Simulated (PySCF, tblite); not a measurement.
**C2H8B2: dynamics, then NMR shifts on frames**

Aim: move C2H8B2 (`BCBC`) away from its starting geometry and see how NMR shifts follow the geometry.

Computed with tblite 0.8.0 and PySCF 2.14.0, with density-fitted response routines of our own, on a single molecule in the gas phase. Atoms are numbered from 0 throughout.

## Step 1: Starting geometry

12 atoms, charge 0, multiplicity 1; geometry from: GFN2-xTB.

Bonds of the start (Å): B0–C1 1.57, C1–B2 1.58, B2–C3 1.57, B0–H4 1.17, B0–H5 1.17, C1–H6 1.09, C1–H7 1.09, B2–H8 1.17, C3–H9 1.09, C3–H10 1.09, C3–H11 1.09.

## Step 2: Dynamics with GFN2-xTB

What the job is given:

```
{"job": {"kind": "md", "xc": "GFN2-xTB", "basis": "xTB", "temperature": 400, "steps": 2000, "every": 50, "frames": 5}, "charge": 0, "multiplicity": 1}
B      1.808654     0.187395     0.549390
C      0.735709    -0.859293     0.098252
B     -0.427002    -0.028305    -0.569187
C     -1.670232     0.454942     0.262536
H      1.752668     0.666969     1.615698
H      2.658547     0.518096    -0.184267
H      1.157553    -1.548515    -0.632041
H      0.354781    -1.419452     0.950895
H     -0.361460     0.251991    -1.707074
H     -2.590297     0.036467    -0.146373
H     -1.782300     1.536319     0.181497
H     -1.635425     0.202700     1.319367
```

With the program's defaults for keys left out, this is: GFN2-xTB Langevin dynamics, gas phase.

Started as:

```sh
OMP_NUM_THREADS=1 python probes_run.py task.json out
```

One launch serves the whole session: the jobs run in the order shown.

Output:

```text
t/fs     T/K      E/eV
    0.0   348.7   -293.83826
   25.0   311.4   -293.52982
   50.0   396.3   -293.62686
   75.0   330.6   -293.43591
  100.0   328.6   -293.55020
  125.0   260.8   -293.48914
  150.0   273.6   -293.38804
  175.0   213.9   -293.43233
  200.0   323.3   -293.51109
  225.0   254.4   -293.35470
  250.0   453.5   -293.30511
  275.0   470.1   -293.28267
  300.0   311.4   -293.24996
  325.0   295.5   -293.32503
  350.0   450.0   -293.41453
  375.0   438.8   -293.46783
  400.0   294.0   -293.16070
  425.0   300.8   -293.29397
  450.0   376.6   -293.15512
  475.0   357.3   -293.33524
  500.0   365.6   -293.48334
  525.0   337.5   -293.38369
  550.0   263.6   -293.33631
  575.0   335.1   -293.48938
  600.0   336.6   -293.35906
  625.0   442.2   -293.47134
  650.0   399.2   -293.36109
  675.0   463.2   -293.35809
  700.0   416.4   -293.21540
  725.0   386.3   -293.07994
  750.0   382.9   -293.36943
  775.0   453.9   -293.48510
  800.0   232.5   -293.18817
  825.0   359.4   -293.36390
  850.0   427.5   -293.31807
  875.0   465.0   -293.55173
  900.0   267.9   -293.40107
  925.0   368.3   -293.36819
  950.0   409.6   -293.38582
  975.0   337.0   -293.19316
 1000.0   490.3   -293.34484
```

Wall time 5.7 s (1 thread of Arm Neoverse V1, shared host); peak memory 0.18 GiB.

Distance from the start (root mean square after alignment): 0 fs 0.00 Å, 200 fs 0.71 Å, 400 fs 0.86 Å, 600 fs 1.01 Å, 800 fs 0.56 Å, 1000 fs 0.94 Å.

Positions (Å) and forces (eV/Å) at 1000 fs:

```xyz
12

B     0.103    0.332    2.349   -1.028   -0.586    0.582
C     0.261   -0.991    1.561    0.600   -0.288   -1.811
B    -0.839   -1.228    0.401   -0.233   -0.002    1.933
C    -2.116   -2.132    0.583    1.292    1.102    2.562
H    -0.804    0.417    3.101    0.162    0.066   -0.044
H     0.844    1.185    2.248    0.548    0.769   -0.152
H     1.178   -0.926    0.953    0.115    0.051    0.216
H     0.427   -1.849    2.199   -0.551   -0.147    0.280
H    -0.812   -0.602   -0.529    0.379    0.812   -1.245
H    -2.972   -1.543    0.867   -0.524    0.382   -0.912
H    -2.003   -2.665    1.524    0.115   -0.981   -0.293
H    -2.187   -2.713   -0.272   -0.874   -1.177   -1.115
```

## Step 3: NMR shieldings: 250 fs, PBE0/pcSseg-1

What the job is given:

```
{"job": {"kind": "nmr", "xc": "PBE0", "basis": "pcSseg-1", "pop": false}, "charge": 0, "multiplicity": 1}
B      1.117400     0.773800     0.670100
C      0.040200    -0.363700     0.994000
B     -1.086000    -0.313400    -0.079900
C     -2.347300     0.704500     0.138200
H      1.072900     1.861700     1.231500
H      1.925700     0.496900    -0.143300
H      0.709100    -1.241500     1.010700
H     -0.449200    -0.236900     1.956700
H     -1.062400    -0.708200    -1.260200
H     -2.521100     0.815200     1.170900
H     -3.334500     0.692400    -0.342600
H     -1.855700     1.581600    -0.301800
```

With the program's defaults for keys left out, this is: GIAO PBE0/pcSseg-1 NMR shielding, non-relativistic, gas phase.

Output:

```text
coarse grid: 9304 points
cycle   1  E = -130.4189109819  dE = -1.625e-02  |g| = 4.042e-01  |ddm| = 2.741e+00
cycle   2  E = -130.4128593477  dE =  6.052e-03  |g| = 4.361e-01  |ddm| = 6.679e-01
cycle   3  E = -130.4630343511  dE = -5.018e-02  |g| = 1.955e-02  |ddm| = 3.592e-01
cycle   4  E = -130.4631368447  dE = -1.025e-04  |g| = 8.902e-03  |ddm| = 3.184e-02
cycle   5  E = -130.4631597573  dE = -2.291e-05  |g| = 2.597e-03  |ddm| = 1.084e-02
cycle   6  E = -130.4631615951  dE = -1.838e-06  |g| = 4.980e-04  |ddm| = 2.529e-03
final grid: 87808 points
cycle   7  E = -130.4845466018  dE = -2.445e-05  |g| = 6.368e-03  |ddm| = 1.848e-02
cycle   8  E = -130.4845444088  dE =  2.193e-06  |g| = 7.091e-03  |ddm| = 1.079e-02
cycle   9  E = -130.4845574587  dE = -1.305e-05  |g| = 2.831e-04  |ddm| = 5.497e-03
cycle  10  E = -130.4845574820  dE = -2.333e-08  |g| = 8.066e-05  |ddm| = 3.337e-04
cycle  11  E = -130.4845574838  dE = -1.810e-09  |g| = 2.214e-05  |ddm| = 8.312e-05
cycle  12  E = -130.4845574839  dE = -1.295e-10  |g| = 6.618e-06  |ddm| = 2.643e-05
converged SCF energy = -130.4845574839

GIAO shielding tensors (ppm)
atom      isotropic    diamagn.    paramagn.     s11        s22        s33       span
  0 B       10.683     194.111    -183.428    -64.411    -30.455    126.915    191.326
  1 C      130.019     256.516    -126.497     49.601    142.726    197.729    148.129
  2 B       18.272     190.676    -172.404    -44.739    -22.301    121.857    166.596
  3 C      156.682     253.464     -96.783    121.184    168.082    180.780     59.596
  4 H       23.307      29.091      -5.784     16.189     26.345     27.387     11.199
  5 H       23.434      30.282      -6.848     15.581     27.347     27.374     11.793
  6 H       27.895      31.247      -3.352     24.692     27.772     31.222      6.530
  7 H       27.940      31.898      -3.959     25.840     27.889     30.090      4.249
  8 H       23.356      29.094      -5.738     18.489     24.904     26.676      8.187
  9 H       30.874      32.257      -1.383     27.503     31.032     34.086      6.583
 10 H       29.337      29.049       0.288     26.449     27.642     33.922      7.473
 11 H       32.354      31.450       0.904     28.081     32.213     36.767      8.685
```

It took 8.3 s on 1 thread of Arm Neoverse V1, shared host; peak memory 0.51 GiB.

Shifts follow as δ = σ(reference) − σ, with reference shieldings (ppm) from runs at the same level and on the same kind of geometry: 1H TMS 31.72, 13C TMS 186.9, 11B BF3·OEt2 100.1. The references are single molecules in the gas phase. Each atom is listed at this fixed geometry, with no averaging over motion; a spectrum would average atoms that exchange fast.

| atoms | environment | σ (ppm) | δ (ppm) |
| --- | --- | --- | --- |
| C1 | sp3 CH2 bonded to 2 B | 130.0 | 56.9 |
| C3 | methyl carbon bonded to B | 156.7 | 30.2 |
| H4 | hydrogen on a boron bonded to C | 23.31 | 8.41 |
| H8 | hydrogen on a boron bonded to 2 C | 23.36 | 8.36 |
| H5 | hydrogen on a boron bonded to C | 23.43 | 8.28 |
| H6 | hydrogen on an sp3 CH2 bonded to 2 B | 27.90 | 3.82 |
| H7 | hydrogen on an sp3 CH2 bonded to 2 B | 27.94 | 3.78 |
| H10 | hydrogen on a methyl carbon bonded to B | 29.34 | 2.38 |
| H9 | hydrogen on a methyl carbon bonded to B | 30.87 | 0.84 |
| H11 | hydrogen on a methyl carbon bonded to B | 32.35 | -0.64 |
| B0 | boron bonded to C, 2 H | 10.7 | 89.4 |
| B2 | boron bonded to 2 C, H | 18.3 | 81.8 |

Orbitals, density, ELF and potential are computed afterwards from the orbital file.

Frontier orbitals at PBE0/pcSseg-1, with the share of their density that lies nearest to each atom:

| orbital | energy (eV) | lies on |
| --- | --- | --- |
| HOMO | -8.18 | H8 29 %; C3 23 %; B2 19 % |
| LUMO | -1.86 | B0 40 %; B2 17 %; H4, H5 about 11 % each |

ELF in a plane through or near 5 of the atoms.

Values, 10 rows by 14 columns:
```
0.00 0.00 0.00 0.00 0.00 0.00 0.00 0.00 0.00 0.00 0.00 0.00 0.00 0.00
0.00 0.00 0.00 0.00 0.02 0.05 0.00 0.00 0.00 0.00 0.00 0.00 0.00 0.00
0.00 0.00 0.00 0.23 0.99 1.00 0.48 0.00 0.01 0.02 0.00 0.00 0.00 0.00
0.00 0.00 0.01 0.36 1.00 1.00 0.42 0.01 0.31 0.37 0.09 0.03 0.00 0.00
0.00 0.00 0.02 0.17 0.07 0.19 0.42 0.05 0.56 0.41 0.77 0.90 0.03 0.00
0.00 0.00 0.05 0.42 0.45 0.80 0.80 0.44 0.93 0.37 0.99 0.99 0.15 0.00
0.00 0.00 0.00 0.02 0.05 0.35 0.64 0.15 0.36 0.45 0.43 0.53 0.00 0.00
0.00 0.00 0.00 0.00 0.09 0.18 0.10 0.64 0.76 0.08 0.01 0.00 0.00 0.00
0.00 0.00 0.00 0.00 0.00 0.00 0.00 0.10 0.18 0.01 0.00 0.00 0.00 0.00
0.00 0.00 0.00 0.00 0.00 0.00 0.00 0.00 0.00 0.00 0.00 0.00 0.00 0.00
```
The map spans 10.8 Å across and 8.7 Å up, centred on the molecule. Atoms in the plane (x, y in Å): B0 (-1.7, 0.5), B2 (0.5, -0.8), C3 (1.7, 0.2), H4 (-1.7, 1.7), H10 (2.8, 0.0).

On the surface of density 0.002 e/bohr³ the electrostatic potential runs, from the 1st to the 99th percentile, from -0.43 to 1.63 V.

## Step 4: Nuclear shieldings: 425 fs, PBE0/pcSseg-1

What the job is given:

```
{"job": {"kind": "nmr", "xc": "PBE0", "basis": "pcSseg-1", "pop": false}, "charge": 0, "multiplicity": 1}
B      0.709400     1.000100     1.093900
C     -0.228000    -0.080800     1.698800
B     -1.012000    -0.994300     0.583700
C     -2.544900    -0.734400     0.255200
H      0.800000     2.111800     1.556100
H      1.232100     0.901200     0.068300
H      0.366700    -0.873500     2.241700
H     -0.855000     0.375600     2.417600
H     -0.506300    -1.973300     0.155400
H     -2.986900    -0.097700     1.028600
H     -3.280900    -1.544100     0.136900
H     -2.869400    -0.254300    -0.651300
```

Level: GIAO PBE0/pcSseg-1 NMR shielding, non-relativistic, gas phase.

Output:

```text
coarse grid: 9304 points
cycle   1  E = -130.4159782129  dE = -1.450e-03  |g| = 4.066e-01  |ddm| = 2.735e+00
cycle   2  E = -130.4113621375  dE =  4.616e-03  |g| = 4.333e-01  |ddm| = 6.664e-01
cycle   3  E = -130.4609047920  dE = -4.954e-02  |g| = 2.032e-02  |ddm| = 3.564e-01
cycle   4  E = -130.4610142781  dE = -1.095e-04  |g| = 8.971e-03  |ddm| = 3.146e-02
cycle   5  E = -130.4610371940  dE = -2.292e-05  |g| = 2.493e-03  |ddm| = 1.021e-02
cycle   6  E = -130.4610387568  dE = -1.563e-06  |g| = 5.118e-04  |ddm| = 2.204e-03
final grid: 87808 points
cycle   7  E = -130.4816760438  dE = -2.607e-05  |g| = 6.563e-03  |ddm| = 1.778e-02
cycle   8  E = -130.4816735872  dE =  2.457e-06  |g| = 7.357e-03  |ddm| = 1.143e-02
cycle   9  E = -130.4816877322  dE = -1.415e-05  |g| = 2.747e-04  |ddm| = 5.778e-03
cycle  10  E = -130.4816877536  dE = -2.135e-08  |g| = 7.679e-05  |ddm| = 3.140e-04
cycle  11  E = -130.4816877552  dE = -1.595e-09  |g| = 2.294e-05  |ddm| = 7.954e-05
cycle  12  E = -130.4816877553  dE = -1.343e-10  |g| = 5.654e-06  |ddm| = 2.532e-05
converged SCF energy = -130.4816877553

GIAO shielding tensors (ppm)
atom      isotropic    diamagn.    paramagn.     s11        s22        s33       span
  0 B       14.137     192.903    -178.767    -59.854    -38.094    140.358    200.212
  1 C      139.484     254.410    -114.926     84.982    154.105    179.365     94.383
  2 B       11.058     187.852    -176.795    -55.906    -30.802    119.881    175.787
  3 C      175.292     247.157     -71.865    149.100    178.606    198.170     49.069
  4 H       23.395      29.478      -6.084     17.062     25.707     27.414     10.352
  5 H       24.021      31.003      -6.982     16.358     26.999     28.707     12.349
  6 H       28.466      28.788      -0.322     23.946     28.000     33.452      9.506
  7 H       29.010      31.597      -2.587     27.227     29.096     30.707      3.479
  8 H       23.376      29.595      -6.218     17.672     26.046     26.411      8.739
  9 H       30.728      29.743       0.985     26.444     30.597     35.143      8.699
 10 H       30.162      27.164       2.998     26.900     27.465     36.122      9.222
 11 H       30.949      30.759       0.190     26.923     28.780     37.145     10.222
```

Run time: 4.9 s. Hardware: 1 thread of Arm Neoverse V1, shared host; peak memory 0.52 GiB.

This run: δ C1 47.4, C3 11.6, B2 89.0, B0 85.9, H8 8.34, H4 8.32 ppm.

(Part 1 of 2 ends here.)
